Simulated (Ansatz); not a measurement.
**CH₉F₂N₃O₂Si₂: basis-set convergence**

The task here is to estimate one member of a computed series from the others.

The runs use Ansatz 0.2.0, Gaussian basis; one geometry, several basis sets.

Levels to be run: PBE0-D4/def2-SVP; ωB97M-V/def2-SVP; PBE0-D4/def2-QZVPP; ωB97M-V/def2-QZVPP; the functionals' def2-TZVPP values are taken from earlier runs.

## Structure used throughout

All runs share one geometry, relaxed beforehand with PBE0-D4 in a triple-zeta def2 set.

SMILES `CN([Si](N)(O)O)[Si](N)(F)F`, 19 atoms, charge 0, spin multiplicity 1.

Atoms are counted from 1 here; the program's logs count them from 0.

Bond lengths: C1–N2 1.468 Å, C1–H11 1.095 Å, C1–H12 1.091 Å, C1–H13 1.092 Å, N2–Si3 1.731 Å, N2–Si7 1.699 Å, Si3–N4 1.696 Å, Si3–O5 1.634 Å, Si3–O6 1.641 Å, N4–H14 1.005 Å, N4–H15 1.006 Å, O5–H16 0.959 Å, O6–H17 0.959 Å, Si7–N8 1.691 Å, Si7–F9 1.593 Å, Si7–F10 1.598 Å, N8–H18 1.006 Å, N8–H19 1.007 Å. Angles: N2–C1–H11 111.9°, N2–C1–H12 109.7°, N2–C1–H13 110.9°, H11–C1–H12 107.5°, H11–C1–H13 108.5°, H12–C1–H13 108.1°, C1–N2–Si3 118.5°, C1–N2–Si7 119.7°, Si3–N2–Si7 121.6°, N2–Si3–N4 107.3°, N2–Si3–O5 116.0°, N2–Si3–O6 105.7°, N4–Si3–O5 104.1°, N4–Si3–O6 119.3°, O5–Si3–O6 105.1°, Si3–N4–H14 122.2°, Si3–N4–H15 120.7°, H14–N4–H15 112.6° and more.

Geometry (Å):

```
C     0.4604   -0.1806    1.6498
N     0.0411    0.0753    0.2663
Si   -0.6845   -1.2159   -0.6292
N     0.2933   -2.5858   -0.4215
O    -2.1600   -1.6993   -0.1193
O    -0.9269   -0.6253   -2.1412
Si    0.1643    1.6438   -0.3736
N     1.0382    2.6705    0.6477
F    -1.2776    2.2075   -0.7474
F     0.9318    1.6515   -1.7751
H    -0.2943    0.1465    2.3731
H     0.6133   -1.2508    1.7955
H     1.3994    0.3300    1.8732
H     1.2924   -2.5505   -0.5247
H    -0.0776   -3.5087   -0.5702
H    -2.9002   -1.2131   -0.4860
H    -0.1936   -0.2211   -2.6079
H     0.7412    2.8460    1.5931
H     1.4977    3.4756    0.2540
```

The first run:

File in.yaml:

```yaml
crystal:
  periodic: [false, false, false]
  atoms:
    - {symbol: C, position_ang: [0.460397, -0.180612, 1.649757]}
    - {symbol: N, position_ang: [0.041116, 0.075288, 0.266323]}
    - {symbol: Si, position_ang: [-0.684503, -1.215910, -0.629201]}
    - {symbol: N, position_ang: [0.293261, -2.585839, -0.421547]}
    - {symbol: O, position_ang: [-2.160037, -1.699275, -0.119275]}
    - {symbol: O, position_ang: [-0.926914, -0.625313, -2.141153]}
    - {symbol: Si, position_ang: [0.164331, 1.643821, -0.373601]}
    - {symbol: N, position_ang: [1.038246, 2.670486, 0.647663]}
    - {symbol: F, position_ang: [-1.277583, 2.207526, -0.747426]}
    - {symbol: F, position_ang: [0.931753, 1.651519, -1.775103]}
    - {symbol: H, position_ang: [-0.294262, 0.146477, 2.373053]}
    - {symbol: H, position_ang: [0.613268, -1.250824, 1.795475]}
    - {symbol: H, position_ang: [1.399449, 0.330039, 1.873180]}
    - {symbol: H, position_ang: [1.292350, -2.550537, -0.524725]}
    - {symbol: H, position_ang: [-0.077580, -3.508682, -0.570208]}
    - {symbol: H, position_ang: [-2.900242, -1.213058, -0.486032]}
    - {symbol: H, position_ang: [-0.193569, -0.221078, -2.607886]}
    - {symbol: H, position_ang: [0.741180, 2.846046, 1.593110]}
    - {symbol: H, position_ang: [1.497743, 3.475626, 0.253997]}
basis:
  gaussian: {orbitals: def2-SVP}
hamiltonian: {xc: pbe0, dispersion: d4}
output: {orbitals: {seedname: orbitals}}
```

Among the steps run: PBE0-D4 in def2-SVP; ωB97M-V in def2-SVP; PBE0-D4 in def2-QZVPP; ωB97M-V in def2-QZVPP.

One of the session's tables, all rows but one given; the rest of the session is left out.

It belongs to the step «Functionals by basis». 

```
functional       basis  HOMO (eV)  LUMO (eV)
   PBE0-D4    def2-SVP      -7.23       1.19
   PBE0-D4  def2-TZVPP      -7.42       0.53
   PBE0-D4  def2-QZVPP      -7.47       0.15
   ωB97M-V    def2-SVP          ?          ?
   ωB97M-V  def2-TZVPP      -9.77       1.95
   ωB97M-V  def2-QZVPP      -9.82       1.36
```

Estimate the missing values for ωB97M-V, def2-SVP.

As computed: HOMO (eV): -9.56; LUMO (eV): 2.81. In the column «HOMO (eV)» it lies between ωB97M-V, def2-TZVPP (-9.77) and PBE0-D4, def2-QZVPP (-7.47).
